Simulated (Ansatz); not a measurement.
# SrMg (NaTl type): response to moved atoms and strain

Aim: move atoms of SrMg (NaTl type) or strain its cell, and read the forces, the stress and the rise in energy. The start comes from a prototype table, not from a measured structure.

Program: Ansatz 0.2.0. Level of theory: DFT PBEsol, scalar-relativistic, plane waves, PAW. These are calculated values, not measurements.

## (1) The system as given

The structure is cubic, space group Fd-3m (No. 227). The conventional cell has a = 8.083 Å, b = 8.083 Å, c = 8.083 Å, α = 90.00°, β = 90.00°, γ = 90.00°. Sr (site symmetry -43m) is surrounded by 4 Sr at 3.50 Å and 4 Mg at 3.50 Å. Around Mg (site symmetry -43m) lie 4 Sr at 3.50 Å and 4 Mg at 3.50 Å.

Coordinates:

```cif
data_structure
_symmetry_space_group_name_H-M 'P 1'
_symmetry_Int_Tables_number 1
_cell_length_a 5.7157
_cell_length_b 5.7157
_cell_length_c 5.7157
_cell_angle_alpha 60.000
_cell_angle_beta 60.000
_cell_angle_gamma 60.000
_cell_volume 132.03
loop_
_atom_site_label
_atom_site_type_symbol
_atom_site_fract_x
_atom_site_fract_y
_atom_site_fract_z
_atom_site_occupancy
Sr1 Sr 0.75000 0.75000 0.75000 1
Sr2 Sr 0.50000 0.50000 0.50000 1
Mg1 Mg 0.00000 0.00000 0.00000 1
Mg2 Mg 0.25000 0.25000 0.25000 1
```

This cell comes from an earlier session at PBEsol: 33.008 Å³/atom at -0.02 GPa, on a 8×8×8 mesh.

The changes: atom 3 (Mg) moved 0.12 Å along y; strain e6 = -0.02, atoms carried along.

## (2) Atom 3 (Mg) moved 0.12 Å along y

The input, input.yaml:

```yaml
crystal:
  lattice:
    - [0.0, 4.0415815694, 4.0415815694]
    - [4.0415815694, 0.0, 4.0415815694]
    - [4.0415815694, 4.0415815694, 0.0]
  atoms:
    - { symbol: Sr, position: [0.75, 0.75, 0.75] }
    - { symbol: Sr, position: [0.5, 0.5, 0.5] }
    - { symbol: Mg, position: [0.0148456734, -0.0148456734, 0.0148456734] }
    - { symbol: Mg, position: [0.25, 0.25, 0.25] }
basis:
  ecutwfc: 420
  ecutrho_ratio: 4
kpoints:
  mp_grid: { grid: [8, 8, 8] }
hamiltonian:
  xc: pbesol
scf:
  occupations: { method: gaussian, width: 0.05 }
output:
  forces: true
  stress: true
  eigenvalues: true
```

Command:

```sh
> ansatz run input.yaml --threads 4 --pin off --max-ram 4096MiB --backend cpu --events-out ev --progress --plain --runs-dir out
```

Further steps of the session: Strain e6 = -0.02, atoms carried along.

What does the calculation give? Wanted: for each run, change; change of free energy; largest force; largest change of stress.

As calculated:

| change | change of free energy (meV/atom) | largest force (eV/Å) | largest change of stress (GPa) |
| --- | --- | --- | --- |
| atom 3 (Mg) moved 0.12 Å along y | 3.38 | 0.225 | 0.39 |
| strain e6 = -0.02, atoms carried along | 1.08 | 0.054 | 0.52 |

Moving atom 3 by 0.12 Å meets a restoring force of 0.225 eV/Å along the move, a force constant of about 1.9 eV/Å². The strain e6 = -0.02 changes that stress component by +0.52 GPa (compression positive), a ratio of 26 GPa; that is a secant over a finite strain with the atoms carried along, not the elastic constant. No change lowers the energy by more than 0.5 meV/atom; other distortions weren't tried.
